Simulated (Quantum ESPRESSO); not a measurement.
Runs of Quantum ESPRESSO 7.5 on GaF. It takes space group F-43m (No. 216, cubic). The conventional cell has a = 5.692 Å, b = 5.692 Å, c = 5.692 Å, α = 90.00°, β = 90.00°, γ = 90.00°. Around Ga (site symmetry -43m) lie 4 F at 2.46 Å. F (site symmetry -43m) is surrounded by 4 Ga at 2.46 Å. The cell was built by a generator and needn't be a form met in nature.

| level | rVV10 parameter b | gap on the mesh (eV) | pressure (GPa) |
| --- | --- | --- | --- |
| PBEsol | - | (a) | 0.0 |
| PBEsol+D3 | - | 2.17 | 0.0 |
| PBEsol+rVV10 | 6.3 | 1.46 | 0.0 |
| PBEsol+D3(BJ) | - | 2.27 | 0.0 |

Alike in all rows: task relaxation of cell and atoms; potentials or basis PseudoDojo 0.4.1 SR PBE standard; no spin polarisation; cell relaxed to 0.3 kbar; k mesh 8 × 8 × 8; cutoff (eV) 1143; smearing fermi-dirac 0.05 eV.

Task: Estimate the missing entries.

Result: (a) 1.85.

Caveats: the potentials were made for another functional, which shifts forces and pressure; rVV10's parameter b was fitted to another functional (some runs).

A k mesh can miss the band edges, and the runs leave out spin-orbit coupling on Ga.
